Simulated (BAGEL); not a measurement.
# doublet CH4BN2Si at 4 levels

Wanted: a comparison of 4 runs (UHF/3-21G, ROHF/6-31G*, ROHF/def2-SVP, UHF/def2-SVP) of doublet CH4BN2Si. 

The results are computed with BAGEL 1.2.2.

2 further runs of the same task are left out: 1 that didn't finish, 1 set aside as unsound or not needed. Runs told in other sessions of the task aren't counted.

## 1. The molecule

CH4BN2Si has 9 atoms, charge 0, and is taken as a doublet. As SMILES of the parent species, `N#CB(N)[SiH2-]`. Geometry: relaxed at GFN2-xTB. This is one conformer, not always the lowest. That shape belongs to the parent species and isn't relaxed for this state.

Bond lengths: N1–C2 1.167 Å, C2–B3 1.503 Å, B3–N4 1.485 Å, B3–Si5 1.848 Å, N4–H6 1.010 Å, N4–H7 1.010 Å, Si5–H8 1.470 Å, Si5–H9 1.479 Å. Angles: N1–C2–B3 178.4°, C2–B3–N4 116.1°, C2–B3–Si5 120.2°, N4–B3–Si5 123.7°, B3–N4–H6 117.7°, B3–N4–H7 117.1°, B3–Si5–H8 128.7°, B3–Si5–H9 127.0°, H6–N4–H7 110.2°, H8–Si5–H9 104.3°.

## 2. A single-point energy at UHF/3-21G (density fitting with qzvpp-jkfit) (run 1)

Contents of hf.json:

```json
{ "bagel": [

{
  "title": "molecule",
  "basis": "3-21g",
  "df_basis": "qzvpp-jkfit",
  "angstrom": true,
  "geometry": [
    { "atom": "N", "xyz": [    1.786680,   -2.206970,   -0.553010 ] },
    { "atom": "C", "xyz": [    1.132930,   -1.261000,   -0.353540 ] },
    { "atom": "B", "xyz": [    0.256570,   -0.065000,   -0.105960 ] },
    { "atom": "N", "xyz": [    0.570070,    1.151470,   -0.898590 ] },
    { "atom": "Si", "xyz": [   -1.096760,   -0.149090,    1.149720 ] },
    { "atom": "H", "xyz": [    1.028940,    1.025170,   -1.789760 ] },
    { "atom": "H", "xyz": [   -0.155730,    1.849580,   -0.976080 ] },
    { "atom": "H", "xyz": [   -1.445460,   -1.254520,    2.053800 ] },
    { "atom": "H", "xyz": [   -2.077240,    0.910360,    1.473410 ] }
  ]
},
{
  "title": "uhf",
  "nopen": 1
},
{
  "title": "print",
  "file": "orbitals.molden",
  "orbitals": true
}

]}
```

Launch:

```
$ BAGEL_NUM_THREADS=1 BAGEL hf.json > hf.out
```

Output:

```text
* using 1 threads per process

  ===============================================================
  ===============================================================

  *** Geometry ***

  { "atom" : "N", "xyz" : [      3.376336,     -4.170569,     -1.045037 ] },
  { "atom" : "C", "xyz" : [      2.140927,     -2.382945,     -0.668094 ] },
  { "atom" : "B", "xyz" : [      0.484847,     -0.122832,     -0.200235 ] },
  { "atom" : "N", "xyz" : [      1.077276,      2.175963,     -1.698089 ] },
  { "atom" : "Si", "xyz" : [     -2.072576,     -0.281739,      2.172656 ] },
  { "atom" : "H", "xyz" : [      1.944415,      1.937291,     -3.382156 ] },
  { "atom" : "H", "xyz" : [     -0.294287,      3.495200,     -1.844524 ] },
  { "atom" : "H", "xyz" : [     -2.731524,     -2.370699,      3.881120 ] },
  { "atom" : "H", "xyz" : [     -3.925415,      1.720331,      2.784341 ] },

  Number of auxiliary basis functions:      504

  Since a DF basis is specified, we compute 2- and 3-index integrals:
    o Being stored without compression. Storage requirement is 0.013 GB

  Number of basis functions:       57
  Number of electrons      :       43

    * METHOD: MOLECULE                             0.21

  *** Open-shell HF ***

  === Nuclear Repulsion ===
   167.2221126352

      * DIIS with orbital gradients will be used.

  === UHF iteration (3-21g) ===
      0       -459.98854257          0.05138818           0.09
      1       -460.11175821          0.04090356           0.09
      2       -460.13330702          0.03789213           0.09
      3       -460.20752734          0.00311582           0.09
      4       -460.20909809          0.00137057           0.09
      5       -460.20998864          0.00052483           0.09
      6       -460.21028805          0.00020638           0.09
      7       -460.21034044          0.00008683           0.09
      8       -460.21035226          0.00004130           0.09
      9       -460.21035694          0.00002627           0.09
     10       -460.21036002          0.00001281           0.09
     11       -460.21036277          0.00000720           0.09
     12       -460.21036565          0.00000625           0.09
     13       -460.21036819          0.00000600           0.09
     14       -460.21037202          0.00000588           0.09
     15       -460.21037784          0.00000545           0.09
     16       -460.21038769          0.00000504           0.09
     17       -460.21040801          0.00000429           0.09
     18       -460.21040852          0.00000303           0.09
     19       -460.21041272          0.00000317           0.09
     20       -460.21041231          0.00000142           0.09
     21       -460.21041253          0.00000093           0.09
     22       -460.21041267          0.00000052           0.09
     23       -460.21041281          0.00000027           0.09
     24       -460.21041287          0.00000012           0.10
     25       -460.21041288          0.00000008           0.10
     26       -460.21041288          0.00000006           0.09
     27       -460.21041288          0.00000004           0.09
     28       -460.21041288          0.00000003           0.09
     29       -460.21041288          0.00000003           0.09
     30       -460.21041288          0.00000002           0.09
     31       -460.21041288          0.00000002           0.09
     32       -460.21041288          0.00000002           0.09
     33       -460.21041289          0.00000002           0.09
     34       -460.21041289          0.00000002           0.09
     35       -460.21041289          0.00000001           0.09
     36       -460.21041289          0.00000001           0.09
    * SCF iteration converged.

    * S^2 (UHF) is 0.7809

    * Permanent dipole moment:
           (    0.847485,    -1.197603,     0.423100) a.u.

    * METHOD: UHF                                  3.43

    * METHOD: PRINT                                0.01

  ===============================================================
```

Run time: 3.9 s. Hardware: 1 thread of Arm Neoverse V1, shared host; peak memory 0.093 GiB.

## 3. The energy at ROHF/6-31G(d) (density fitting with qzvpp-jkfit, spherical functions) (run 2)

Contents of calc.json:

```json
{ "bagel" : [

{
  "title" : "molecule",
  "basis" : "6-31gs.json",
  "df_basis" : "qzvpp-jkfit",
  "angstrom" : true,
  "geometry" : [
    { "atom" : "N", "xyz" : [    1.786680,   -2.206970,   -0.553010 ] },
    { "atom" : "C", "xyz" : [    1.132930,   -1.261000,   -0.353540 ] },
    { "atom" : "B", "xyz" : [    0.256570,   -0.065000,   -0.105960 ] },
    { "atom" : "N", "xyz" : [    0.570070,    1.151470,   -0.898590 ] },
    { "atom" : "Si", "xyz" : [   -1.096760,   -0.149090,    1.149720 ] },
    { "atom" : "H", "xyz" : [    1.028940,    1.025170,   -1.789760 ] },
    { "atom" : "H", "xyz" : [   -0.155730,    1.849580,   -0.976080 ] },
    { "atom" : "H", "xyz" : [   -1.445460,   -1.254520,    2.053800 ] },
    { "atom" : "H", "xyz" : [   -2.077240,    0.910360,    1.473410 ] }
  ]
},
{ "title" : "rohf", "nopen" : 1 },
{ "title" : "print", "file" : "orbitals.molden", "orbitals" : true }

]}
```

The basis set 6-31G* is read from a file made from the Basis Set Exchange's data (not shown).

Launch:

```
$ BAGEL_NUM_THREADS=1 BAGEL calc.json > calc.out
```

Output:

```text
* using 1 threads per process

  ===============================================================
  ===============================================================

  *** Geometry ***

  { "atom" : "N", "xyz" : [      3.376336,     -4.170569,     -1.045037 ] },
  { "atom" : "C", "xyz" : [      2.140927,     -2.382945,     -0.668094 ] },
  { "atom" : "B", "xyz" : [      0.484847,     -0.122832,     -0.200235 ] },
  { "atom" : "N", "xyz" : [      1.077276,      2.175963,     -1.698089 ] },
  { "atom" : "Si", "xyz" : [     -2.072576,     -0.281739,      2.172656 ] },
  { "atom" : "H", "xyz" : [      1.944415,      1.937291,     -3.382156 ] },
  { "atom" : "H", "xyz" : [     -0.294287,      3.495200,     -1.844524 ] },
  { "atom" : "H", "xyz" : [     -2.731524,     -2.370699,      3.881120 ] },
  { "atom" : "H", "xyz" : [     -3.925415,      1.720331,      2.784341 ] },

  Number of auxiliary basis functions:      504

  Since a DF basis is specified, we compute 2- and 3-index integrals:
    o Being stored without compression. Storage requirement is 0.027 GB

  Number of basis functions:       82
  Number of electrons      :       43

    * METHOD: MOLECULE                             0.28

  *** Open-shell HF ***

  === Nuclear Repulsion ===
   167.2221126352

      * DIIS with orbital gradients will be used.

  === ROHF iteration (6-31gs.json) ===
      0       -462.32560070          0.04576996           0.14
      1       -462.52193640          0.03648613           0.14
      2       -462.57140159          0.03079007           0.13
      3       -462.66874843          0.00332489           0.13
      4       -462.67101823          0.00145957           0.13
      5       -462.67192394          0.00053424           0.14
      6       -462.67221251          0.00029714           0.13
      7       -462.67232128          0.00014615           0.14
      8       -462.67235033          0.00004312           0.14
      9       -462.67235427          0.00002684           0.14
     10       -462.67235416          0.00001585           0.14
     11       -462.67235441          0.00000626           0.14
     12       -462.67235429          0.00000242           0.14
     13       -462.67235429          0.00000112           0.14
     14       -462.67235430          0.00000052           0.14
     15       -462.67235430          0.00000025           0.15
     16       -462.67235431          0.00000010           0.14
     17       -462.67235431          0.00000006           0.13
     18       -462.67235431          0.00000003           0.14
     19       -462.67235431          0.00000002           0.14
     20       -462.67235431          0.00000001           0.14
    * SCF iteration converged.

    * S^2 (ROHF) is 0.7500

    * Permanent dipole moment:
           (    0.994108,    -1.220821,     0.211979) a.u.

    * METHOD: ROHF                                 3.08

    * METHOD: PRINT                                0.02

  ===============================================================
```

It took 3.6 s on 1 thread of Arm Neoverse V1, shared host; peak memory 0.12 GiB.

Run 3 isn't shown in full; the table further down has it.

## 4. The energy at UHF/def2-SVP (density fitting with qzvpp-jkfit) (run 4)

Contents of hf.json:

```json
{ "bagel": [

{
  "title": "molecule",
  "basis": "svp",
  "df_basis": "qzvpp-jkfit",
  "angstrom": true,
  "geometry": [
    { "atom": "N", "xyz": [       1.786680,      -2.206970,      -0.553010 ] },
    { "atom": "C", "xyz": [       1.132930,      -1.261000,      -0.353540 ] },
    { "atom": "B", "xyz": [       0.256570,      -0.065000,      -0.105960 ] },
    { "atom": "N", "xyz": [       0.570070,       1.151470,      -0.898590 ] },
    { "atom": "Si", "xyz": [      -1.096760,      -0.149090,       1.149720 ] },
    { "atom": "H", "xyz": [       1.028940,       1.025170,      -1.789760 ] },
    { "atom": "H", "xyz": [      -0.155730,       1.849580,      -0.976080 ] },
    { "atom": "H", "xyz": [      -1.445460,      -1.254520,       2.053800 ] },
    { "atom": "H", "xyz": [      -2.077240,       0.910360,       1.473410 ] }
  ]
},

{ "title": "uhf", "nopen": 1 },

{ "title": "print", "file": "orbitals.molden", "orbitals": true }

]}
```

Launch:

```
$ BAGEL_NUM_THREADS=1 BAGEL hf.json > hf.out
```

Output:

```text
* using 1 threads per process

  ===============================================================
  ===============================================================

  *** Geometry ***

  { "atom" : "N", "xyz" : [      3.376336,     -4.170569,     -1.045037 ] },
  { "atom" : "C", "xyz" : [      2.140927,     -2.382945,     -0.668094 ] },
  { "atom" : "B", "xyz" : [      0.484847,     -0.122832,     -0.200235 ] },
  { "atom" : "N", "xyz" : [      1.077276,      2.175963,     -1.698089 ] },
  { "atom" : "Si", "xyz" : [     -2.072576,     -0.281739,      2.172656 ] },
  { "atom" : "H", "xyz" : [      1.944415,      1.937291,     -3.382156 ] },
  { "atom" : "H", "xyz" : [     -0.294287,      3.495200,     -1.844524 ] },
  { "atom" : "H", "xyz" : [     -2.731524,     -2.370699,      3.881120 ] },
  { "atom" : "H", "xyz" : [     -3.925415,      1.720331,      2.784341 ] },

  Number of auxiliary basis functions:      504

  Since a DF basis is specified, we compute 2- and 3-index integrals:
    o Being stored without compression. Storage requirement is 0.036 GB

  Number of basis functions:       94
  Number of electrons      :       43

    * METHOD: MOLECULE                             0.28

  *** Open-shell HF ***

  === Nuclear Repulsion ===
   167.2221126352

      * DIIS with orbital gradients will be used.

  === UHF iteration (svp) ===
      0       -462.18305495          0.03559468           0.16
      1       -462.37796969          0.02507437           0.16
      2       -462.42376996          0.01821204           0.16
      3       -462.46972125          0.00288432           0.17
      4       -462.47208370          0.00124315           0.17
      5       -462.47315244          0.00048557           0.17
      6       -462.47351768          0.00029470           0.16
      7       -462.47368907          0.00015127           0.16
      8       -462.47374827          0.00004143           0.16
      9       -462.47375372          0.00002582           0.16
     10       -462.47375689          0.00001516           0.16
     11       -462.47376163          0.00000936           0.17
     12       -462.47376524          0.00000687           0.17
     13       -462.47376974          0.00000607           0.16
     14       -462.47377377          0.00000546           0.17
     15       -462.47378040          0.00000496           0.16
     16       -462.47379479          0.00000415           0.16
     17       -462.47380943          0.00000334           0.17
     18       -462.47381487          0.00000223           0.16
     19       -462.47382014          0.00000261           0.16
     20       -462.47382024          0.00000092           0.16
     21       -462.47382016          0.00000033           0.17
     22       -462.47382016          0.00000023           0.17
     23       -462.47382023          0.00000020           0.16
     24       -462.47382029          0.00000013           0.15
     25       -462.47382033          0.00000008           0.16
     26       -462.47382034          0.00000006           0.16
     27       -462.47382034          0.00000005           0.16
     28       -462.47382034          0.00000004           0.16
     29       -462.47382034          0.00000003           0.16
     30       -462.47382034          0.00000003           0.16
     31       -462.47382034          0.00000002           0.16
     32       -462.47382034          0.00000002           0.16
     33       -462.47382034          0.00000001           0.16
     34       -462.47382034          0.00000001           0.16
    * SCF iteration converged.

    * S^2 (UHF) is 0.7846

    * Permanent dipole moment:
           (    0.965300,    -1.232477,     0.196608) a.u.

    * METHOD: UHF                                  5.90

    * METHOD: PRINT                                0.02

  ===============================================================
```

Wall time 6.6 s (1 thread of Arm Neoverse V1, shared host); peak memory 0.14 GiB.

## 5. All runs side by side

```tsv
run	level	energy (Eh)	dipole moment (D)	⟨S²⟩	wall time
1	UHF/3-21G (density fitting with qzvpp-jkfit)	-460.210413	3.88	0.781	3.9 s
2	ROHF/6-31G* (density fitting with qzvpp-jkfit, spherical functions)	-462.672354	4.04	0.750	3.6 s
3	ROHF/def2-SVP (density fitting with qzvpp-jkfit)	-462.470324	4.03	0.750	4.2 s
4	UHF/def2-SVP (density fitting with qzvpp-jkfit)	-462.473820	4.01	0.785	6.6 s
```

## 6. Results

| quantity | value |
| --- | --- |
| run 4: total energy | -462.47382 Eh |
| run 4: dipole moment | 4.01 D |
| run 4: ⟨S²⟩ | 0.785 |

What this shows: The dipole moment (its size) runs from 3.88 D (UHF/3-21G) to 4.04 D (ROHF/6-31G*). The two ends differ in method and basis. All runs together took 18 s, the longest 6.6 s.
